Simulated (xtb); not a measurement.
**[B12H11Br]2− ([closo-1-(Br)B12H11]2-) at GFN1-xTB**

We compute a structure relaxation of [B12H11Br]2− ([closo-1-(Br)B12H11]2-). 

The calculation is run with xtb 6.7.1.

1 further run of the same task is left out (set aside as unsound or not needed).

### Step 1. The structure to begin with

[B12H11Br]2− has 24 atoms, charge -2, and is taken as a singlet. All atoms were displaced at random from a relaxed shape. The run starts from this shape.

Some bond lengths: B1–B3 1.666 Å, B3–B5 1.731 Å, B4–B5 1.787 Å, B2–B6 1.645 Å, B5–B6 1.738 Å, B4–B7 1.786 Å, B2–B8 1.752 Å, B3–B8 1.756 Å, B5–B8 1.676 Å, B6–B8 1.771 Å, B2–B9 1.708 Å, B6–B9 1.794 Å, B7–B9 1.681 Å, B1–B10 1.704 Å, B3–B10 1.663 Å, B7–B10 1.717 Å. Some angles: B1–B3–B5 109.8°, B1–B3–B8 64.1°, B1–B3–B10 61.6°, B1–B3–B12 111.1°, B5–B3–B8 57.5°, B5–B3–B10 110.0°, B5–B3–B12 62.2°, B8–B3–B10 112.6°, B8–B3–B12 110.1°, B10–B3–B12 60.4°.

### Step 2. A geometry optimisation at GFN1-xTB

Contents of input.inp:

```
$opt
   engine=inertial
$end
```

Contents of mol.xyz:

```xyz
24

B     -1.42081000    -0.80645000     0.13111000
B     -0.04670000    -0.86638000     1.34388000
B     -1.32353000     0.73215000    -0.50116000
B      1.49420000     0.88249000    -0.18790000
B     -0.06346000     1.61348000     0.29444000
B      0.74546000     0.57240000     1.42723000
B      1.02719000    -0.55854000    -1.13344000
B     -1.01316000     0.58928000     1.22086000
B      1.42628000    -0.79258000     0.48279000
B     -0.67274000    -0.52512000    -1.37404000
B      0.07829000    -1.60423000    -0.27470000
B      0.21839000     0.97132000    -1.38666000
Br    -3.18738000    -1.84830000     0.44418000
H     -0.24928000    -1.60215000     2.37585000
H     -2.39104000     1.35069000    -0.85368000
H      2.55176000     1.42590000    -0.41528000
H      0.02056000     2.89108000     0.29337000
H      1.40797000     1.03040000     2.38744000
H      1.73469000    -0.93960000    -2.07558000
H     -1.75628000     1.07700000     2.10052000
H      2.51812000    -1.38518000     0.83833000
H     -1.29855000    -0.98736000    -2.42760000
H      0.22175000    -2.88122000    -0.40114000
H      0.21061000     1.65241000    -2.44221000
```

Launch:

```sh
$ xtb mol.xyz --gfn 1 -I input.inp -c -2 -o normal | tee out.txt
```

**Question.** What will come out? Wanted: total energy at the end; HOMO energy; LUMO energy; HOMO–LUMO gap; dispersion energy.

Computed results:

Level: GFN1-xTB.

| quantity | value |
| --- | --- |
| total energy at the end | -27.13229 Eh |
| HOMO energy | -1.93 eV |
| LUMO energy | 3.53 eV |
| HOMO–LUMO gap | 5.46 eV |
| dispersion energy | -46.39 kJ/mol |

**Reading.** At the final geometry: Some bond lengths: B1–B2 1.828 Å, B1–B3 1.830 Å, B4–B5 1.830 Å, B2–B6 1.829 Å, B5–B6 1.830 Å, B4–B7 1.828 Å, B6–B8 1.829 Å, B4–B9 1.830 Å, B6–B9 1.830 Å, B1–B10 1.829 Å, B7–B10 1.829 Å, B1–B11 1.830 Å, B7–B11 1.830 Å, B9–B11 1.828 Å, B3–B12 1.830 Å, B5–B12 1.830 Å. Some angles: B1–B2–B6 107.8°, B2–B1–B3 108.2°, B2–B1–B10 108.3°, B2–B1–B11 60.2°, B2–B1–Br13 121.6°, B3–B1–B10 60.2°, B3–B1–B11 108.3°, B3–B1–Br13 121.6°, B10–B1–B11 60.1°, B10–B1–Br13 121.4°. The optimisation took 74 steps and changed the energy by -2.264 eV. Mulliken charges run from -0.29 on Br13 to +0.08 on B1.
